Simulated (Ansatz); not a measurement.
NiMoIrPdW under changes of volume

One of the cells (15.988 Å³/atom); the others are scaled copies at fixed shape and fractional positions:

```
Ni Mo Pd Ir W
1.0
     4.11705    0.00000    0.00000
    -2.05853    3.56547    0.00000
     0.00000    0.00000    5.44580
Ni Mo Pd Ir W
1 1 1 1 1
Direct
  0.00000 0.00000 0.95775
  0.66667 0.33333 0.96161
  0.66667 0.33333 0.46295
  0.33333 0.66667 0.72572
  0.33333 0.66667 0.23642
```

The cell was built by a generator and needn't be a form met in nature.

```yaml
Program: Ansatz 0.2.0
Functional: PBE
Potentials_or_basis: all-electron LAPW, scalar-relativistic
Cutoff: 301 eV (chosen from the basis error)
Basis_error_allowed: 0.003 eV/atom
k_mesh: 6 × 6 × 4
Occupations: fermi-dirac, width 0.05 eV
Spin: collinear spin, ferromagnetic start
Starting_moments: "[1.0, 1.0, 0.0, 0.6, 0.0] μB"
```

```csv
volume (Å³/atom),energy over the lowest point (meV/atom),pressure (GPa),largest force (eV/Å)
15.029,?,?,?
15.348,19.25,10.1,0.255
15.668,4.61,4.8,0.180
15.988,0.00,0.0,0.168
16.308,4.33,-4.2,0.158
16.628,16.64,-8.0,0.152
16.947,36.07,-11.3,0.164
```

Question: What does the run at 15.029 Å³/atom give?

Answer: Energy over the lowest point 45.13 meV/atom; pressure 16.0 GPa; largest force 0.357 eV/Å.

Worked out: A Birch-Murnaghan fit of order 3 (a polynomial in V^(-2/3)) to the other rows has its minimum at 15.99 Å³/atom with B0 = V·E''(V) = 224 GPa and B' = 4.6 at fixed shape and positions, which overstates the stiffness. It gives 44.98 meV/atom at 15.029 Å³/atom, against the run's 45.13, and -dE/dV = 15.9 GPa, against 16.0.

Energies are extrapolated to zero smearing.

Caveats: the k mesh is thin for a metal, which can move the energy by tens of meV per atom; the starting moments weren't kept.
